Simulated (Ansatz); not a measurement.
Be3Pd, space group I4/mmm, relaxations under a series of pressures

Program: Ansatz 0.2.0, Python API.

Contents of `be3pd.cif`:
```cif
data_Be3Pd
_cell_length_a 4.299495
_cell_length_b 4.299495
_cell_length_c 4.299495
_cell_angle_alpha 134.56802
_cell_angle_beta 134.56802
_cell_angle_gamma 66.20215
_symmetry_space_group_name_H-M 'P 1'
_symmetry_Int_Tables_number 1
loop_
_symmetry_equiv_pos_as_xyz
'x, y, z'
loop_
_atom_site_label
_atom_site_type_symbol
_atom_site_fract_x
_atom_site_fract_y
_atom_site_fract_z
Be1 Be    0.750000    0.250000    0.500000
Be2 Be    0.250000    0.750000    0.500000
Be3 Be    0.500000    0.500000    0.000000
Pd4 Pd    0.000000    0.000000    0.000000
```

Typed at the interpreter:
```pycon
>>> import warnings
>>> import ansatz as az
>>> from ase.io import read
>>> import numpy as np
>>> import pandas as pd
>>> def edges_and_angles(cell):
...     cell = np.asarray(cell)
...     a, b, c = np.linalg.norm(cell, axis=1)
...     cosines = cell[1] @ cell[2] / (b * c), cell[0] @ cell[2] / (a * c), cell[0] @ cell[1] / (a * b)
...     return (a, b, c, *np.degrees(np.arccos(cosines)))
...
>>> warnings.simplefilter('ignore', az.DeckWarning)
>>> atoms = read('be3pd.cif')
>>> system = az.Crystal.from_ase(atoms)
>>> job = (
...     system.calculation()
...     .functional('r2scan')
...     .basis(550)
...     .kpoints(10, center='gamma')
...     .occupations(az.OccupationsMethod.METHFESSEL_PAXTON, width=0.1)
... )
>>> # H = F + PV, with 1 GPa A^3 = 1/160.21766 eV
>>> rows = []
>>> for pressure in [0, 2, 4, 6, 8]:
...     result = job.relax(cell=True, pressure=pressure, max_steps=60).run(threads=1)
...     cell = result.lattice.cell_ang
...     n_atoms = len(result.lattice.sites)
...     volume = abs(np.linalg.det(cell)) / n_atoms
...     enthalpy = result.report['free_energy_ev'] / n_atoms + pressure * volume / 160.21766
...     rows.append((pressure, volume, enthalpy, *edges_and_angles(cell)))
...     print(f'{pressure} GPa done: {volume:.4f} A^3/atom')
...
0 GPa done: 9.8226 A^3/atom
2 GPa done: 9.7022 A^3/atom
4 GPa done: 9.5892 A^3/atom
6 GPa done: 9.4814 A^3/atom
8 GPa done: 9.3798 A^3/atom
>>> table = pd.DataFrame(rows, columns=['P_GPa', 'V_A3_atom', 'H_eV_atom', 'a', 'b', 'c', 'alpha', 'beta', 'gamma'])
>>> table.round(4)
   P_GPa  V_A3_atom  H_eV_atom       a       b       c     alpha      beta    gamma
0      0     9.8226 -1816.7530  4.2826  4.2826  4.2826  134.5345  134.5345  66.2543
1      2     9.7022 -1816.6311  4.2645  4.2645  4.2645  134.5242  134.5242  66.2704
2      4     9.5892 -1816.5107  4.2474  4.2474  4.2474  134.5138  134.5138  66.2866
3      6     9.4814 -1816.3917  4.2317  4.2317  4.2317  134.5194  134.5194  66.2778
4      8     9.3798 -1816.2740  4.2161  4.2161  4.2161  134.5108  134.5108  66.2912
>>> p, v = np.array([row[0] for row in rows], float), np.array([row[1] for row in rows])
>>> print('mean bulk modulus between rows (GPa):', np.round(-np.diff(p) / np.diff(np.log(v)), 1))
mean bulk modulus between rows (GPa): [162.2 170.7 176.9 185.6]
```

The volume falls from 9.82 Å³ an atom at 0 GPa to 9.38 at 8 GPa, by 4.5 %. Between 0 and 2 GPa, -V dP/dV is about 162 GPa, a mean over that step.

Total energies depend on the potentials; only differences at equal settings carry meaning. The run is spin-unpolarised. At a fixed pressure a relaxation lowers the enthalpy F + PV, while F alone can rise. For a metal this k-point mesh is coarse: on a finer one energies can move by several to tens of meV an atom and pressures by half a GPa or more, differences at one mesh by less. Edges and angles are those of the cell as typed, here a primitive one, not of the conventional cell. This cell is a computed structure, which may not be the phase found in nature. Symmetry holds the cell in this phase, whether or not it is the stable one at each pressure. It ran for 3.2 min on 1 thread of Arm Neoverse V2, with other jobs on the host, peak memory 0.78 GiB.
